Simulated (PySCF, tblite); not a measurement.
# C₃H₈BSSi radical: geometry, infrared bands and EPR parameters

Wanted: the infrared bands and EPR parameters of C₃H₈BSSi radical (`[SiH3]S[B]C1CC1`), by calculation.

Programs: tblite 0.8.0 and PySCF 2.14.0, with density-fitted response routines of our own. Each step states its level of theory. These are calculated values for one molecule in the gas phase, unless marked as measured. Atoms count from 0, in the outputs and in this text.

### Step 1. Starting geometry

14 atoms, charge 0, multiplicity 2; geometry from: force field or distance geometry start.

Bonds of the start (Å): Si0–S1 2.14, S1–B2 1.90, B2–C3 1.61, C3–C4 1.51, C4–C5 1.50, C5–C3 1.49, Si0–H6 1.48, Si0–H7 1.46, Si0–H8 1.48, C3–H9 1.12, C4–H10 1.11, C4–H11 1.11, C5–H12 1.11, C5–H13 1.11.

### Step 2. Optimising the geometry with GFN2-xTB

What the job is given:

```
{"job": {"kind": "relax", "xc": "GFN2-xTB", "basis": "xTB"}, "charge": 0, "multiplicity": 2}
Si     3.314700     0.309100     0.323700
S      1.232700     0.715800     0.032900
B      0.141300    -0.246500     1.253100
C     -1.215700    -0.777800     0.574700
C     -1.770500     0.226000    -0.406500
C     -2.524200    -0.110900     0.849100
H      3.998200    -0.083500    -0.926300
H      3.493700    -0.756800     1.301800
H      4.026400     1.514900     0.795700
H     -1.241500    -1.841600     0.234600
H     -2.063800    -0.222400    -1.376100
H     -1.310000     1.238500    -0.377200
H     -2.619600     0.713400     1.583400
H     -3.462300    -0.678600     0.675000
```

On the command line:

```bash
$ OMP_NUM_THREADS=1 python probes_run.py task.json out
```

The driver reads the jobs from task.json and runs them one after another.

**Question.** This job is followed by: GFN2-xTB harmonic vibrations, gas phase; UKS B3LYP, pcH-1 on B C H S Si, non-relativistic, mean-field spin-orbit, GIAO. Predict these results of the whole session: strongest single infrared mode (GFN2-xTB); zero-point energy (GFN2-xTB); g(iso) (B3LYP); ⟨S²⟩; largest a(iso) (averaged by class); potential on the surface of density 0.002 e/bohr³, 1st and 99th percentile.

The runs gave:

| quantity | value |
| --- | --- |
| strongest single infrared mode (GFN2-xTB) | 758 cm⁻¹, 529 km/mol |
| zero-point energy (GFN2-xTB) | 62.2 kcal/mol |
| g(iso) (B3LYP) | 1.99985 |
| ⟨S²⟩ | 0.753 (exact 0.75) |
| largest a(iso) (averaged by class) | 11B on B2, 370.9 MHz |
| potential on the surface of density 0.002 e/bohr³, 1st and 99th percentile | -0.66 V and 1.34 V |

In words: Relaxing lowered the energy by 0.803 eV in 91 steps; the close pair that moved most is S1–B2, from 1.899 to 1.748 Å. No mode is imaginary among the 36: a minimum at this level. The strongest single mode, at 758 cm⁻¹, has its largest shares on H8, H6 and H7 (the list is cut at 3 atoms). GFN2-xTB is a fitted tight-binding method: band positions and strengths are rough. Its intensities can rank the bands wrongly. Most of the unpaired spin sits on B2 (0.93 e). The isotropic g lies 2.5 ppt below the free-electron value. These values are for one conformer; the search (at its own cheap level) found 2 more, at 0.73, 0.75 kcal/mol, and measured spectra average over such forms.
